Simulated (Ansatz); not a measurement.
**AlCu4: properties at the relaxed cell**

One table from this session's results is given with a row withheld; the runs are named, their logs left out.

Computed with Ansatz 0.2.0 (DFT r2SCAN, scalar-relativistic, plane waves, PAW, unless a step's input says otherwise).

**Starting point**

The structure is cubic, space group P2_13 (No. 198). The conventional cell has a = 6.246 Å, b = 6.246 Å, c = 6.246 Å, α = 90.00°, β = 90.00°, γ = 90.00°. Around Al (site symmetry 3) lie 12 Cu at 2.36 to 2.64 Å. Cu (site symmetry 3) is surrounded by 3 Al at 2.36 Å and 9 Cu at 2.51 to 2.65 Å. Cu (site symmetry 1) has 9 Cu at 2.51 to 2.65 Å and 3 Al at 2.53 to 2.64 Å in its first shell of neighbours.

As a file:

```cif
data_structure
_symmetry_space_group_name_H-M 'P2_13'
_symmetry_Int_Tables_number 198
_cell_length_a 6.2461
_cell_length_b 6.2461
_cell_length_c 6.2461
_cell_angle_alpha 90.000
_cell_angle_beta 90.000
_cell_angle_gamma 90.000
_cell_volume 243.68
loop_
_atom_site_label
_atom_site_type_symbol
_atom_site_symmetry_multiplicity
_atom_site_Wyckoff_symbol
_atom_site_fract_x
_atom_site_fract_y
_atom_site_fract_z
_atom_site_occupancy
Al1 Al 4 a 0.43978 0.93978 0.56022 1
Cu1 Cu 4 a 0.80864 0.30864 0.19136 1
Cu2 Cu 12 b 0.04767 0.87537 0.70087 1
```

It goes back to an entry of the Materials Project, which need not be the stable form.

This cell was relaxed beforehand with the same method: volume 12.18 Å³/atom, gap on the mesh none (metal).

Set-up of the first run:

The input, input.yaml:

```yaml
crystal:
  lattice:
    - [6.1829688054, 0.0, 0.0]
    - [0.0, 6.1829688054, 0.0]
    - [0.0, 0.0, 6.1829688054]
  atoms:
    - { symbol: Al, position: [0.4397835756, 0.9397835756, 0.5602164244] }
    - { symbol: Al, position: [0.9397835756, 0.5602164244, 0.4397835756] }
    - { symbol: Al, position: [0.5602164244, 0.4397835756, 0.9397835756] }
    - { symbol: Al, position: [0.0602164244, 0.0602164244, 0.0602164244] }
    - { symbol: Cu, position: [0.8086417843, 0.3086417843, 0.1913582157] }
    - { symbol: Cu, position: [0.3086417843, 0.1913582157, 0.8086417843] }
    - { symbol: Cu, position: [0.1913582157, 0.8086417843, 0.3086417843] }
    - { symbol: Cu, position: [0.6913582157, 0.6913582157, 0.6913582157] }
    - { symbol: Cu, position: [0.0476733773, 0.8753687796, 0.7008690782] }
    - { symbol: Cu, position: [0.2991309218, 0.5476733773, 0.6246312204] }
    - { symbol: Cu, position: [0.3753687796, 0.7991309218, 0.9523266227] }
    - { symbol: Cu, position: [0.5476733773, 0.6246312204, 0.2991309218] }
    - { symbol: Cu, position: [0.7991309218, 0.9523266227, 0.3753687796] }
    - { symbol: Cu, position: [0.8753687796, 0.7008690782, 0.0476733773] }
    - { symbol: Cu, position: [0.9523266227, 0.3753687796, 0.7991309218] }
    - { symbol: Cu, position: [0.7008690782, 0.0476733773, 0.8753687796] }
    - { symbol: Cu, position: [0.6246312204, 0.2991309218, 0.5476733773] }
    - { symbol: Cu, position: [0.4523266227, 0.1246312204, 0.2008690782] }
    - { symbol: Cu, position: [0.2008690782, 0.4523266227, 0.1246312204] }
    - { symbol: Cu, position: [0.1246312204, 0.2008690782, 0.4523266227] }
basis:
  ecutwfc: 500
kpoints:
  mp_grid: { grid: [6, 6, 6] }
hamiltonian:
  xc: r2scan
scf:
  occupations: { method: gaussian, width: 0.1 }
output:
  forces: true
  stress: true
  eigenvalues: true
relax:
  adjacent_minimum: "off"
  f_tol: 0.01
  max_steps: 30
```

The run is started by

```console
> ansatz run input.yaml --threads 4 --pin off --max-ram 10240MiB --backend cpu --events-out ev --progress --plain --runs-dir out
```

Steps of the session up to this table: The cell scaled to 0.97 of its volume; Volume × 1.03; The cell scaled to 0.94 of its volume; Volume × 1.06; Volume × 0.91; The cell scaled to 1.10 of its volume; The cell scaled to 0.88 of its volume.

One table of the session follows, with a row left open; its other results are not shown here.

It belongs to the step «Fit of the equation of state». 

| volume (Å³/atom) | energy above the lowest point (meV/atom) | pressure (GPa) |
| --- | --- | --- |
| 10.722 | 101.3 | 25.08 |
| 11.087 | ? | ? |
| 11.453 | 22.4 | 10.40 |
| 11.818 | 5.3 | 4.77 |
| 12.184 | 0.0 | 0.01 |
| 12.550 | 4.7 | -3.98 |
| 12.915 | 17.7 | -7.33 |
| 13.402 | 45.8 | -10.98 |

Estimate the missing values for volume (Å³/atom) = 11.087.

Worked estimate for «energy above the lowest point (meV/atom)». A straight line through the neighbours (10.722, 101.3) and (11.453, 22.4) gives 101.3 + (22.4 − 101.3) × (11.087 − 10.722) / (11.453 − 10.722) = 61.9; a parabola fitted to 3 rows on both sides gives 54.5.

As computed: energy above the lowest point (meV/atom): 53.5; pressure (GPa): 17.11. In «energy above the lowest point (meV/atom)» the line misses by +8.4 and the parabola by +1.0.

To keep in mind: Warnings in the runs' records: stress scf threshold loose.
